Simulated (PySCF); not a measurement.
# LaN: bond curves at several levels of theory

An exercise on one series of results from a longer session: the logs are not shown, and one member is left open.

Computed with PySCF 2.14.0. Level: La x2c-TZVPall, N x2c-TZVPall, spin-free X2C with a Gaussian nucleus.

Set-up of the first run:

Settings of the job:

```
atoms                         : La, N
charge                        : 0
basis                         : La x2c-TZVPall, N x2c-TZVPall
Hamiltonian                   : spin-free X2C with a Gaussian nucleus
basis functions               : 112
electrons treated             : 64
masses in u                   : 138.9063, 14.0031
levels                        : PBE0, PBE, r²SCAN, BP86, TPSS, HSE06, HF, MP2, SCS-MP2, CCSD, CCSD(T)
grid                          : 80 radial by 434 angular points
occupations                   : held fixed by the projection of orbital angular momentum
dissociation limit            : La + N, each in its ground configuration
starting distance in angstrom : 2.070
values of 2S to try           : 0, 2, 4
```

Run with:

```sh
$ OMP_NUM_THREADS=4 python dia.py task.json out
```

Among the steps run: The job; The PBE0 curve of the state that the search chose; Other states along the same grid; PBE; r²SCAN (meta-GGA); BP86; TPSS (meta-GGA); HSE06; RHF; MP2 and coupled cluster.

One of the session's tables, all rows but one given; the rest of the session is left out.

| level | Re (Å) | ωe (cm⁻¹) | De (eV) |
| --- | --- | --- | --- |
| RHF | 1.776 | 978 | 1.16 |
| RHF-MP2 | 1.879 | 712 | 6.18 |
| RHF-SCS-MP2 | 1.868 | 741 | 5.92 |
| RHF-CCSD | 1.810 | 887 | 4.68 |
| RHF-CCSD(T) | 1.831 | 834 | 5.12 |
| PBE | 1.820 | 859 | 6.35 |
| BP86 | 1.827 | 844 | 6.25 |
| TPSS | 1.822 | 852 | 6.04 |
| r²SCAN | 1.811 | 876 | 5.58 |
| PBE0 | 1.796 | 915 | 5.67 |
| HSE06 | ? | ? | ? |

Estimate the missing values for HSE06.

**Answer.** Re (Å): 1.798; ωe (cm⁻¹): 907; De (eV): 5.59. In the column «Re (Å)» it lies between PBE0 (1.796) and RHF-CCSD (1.810).
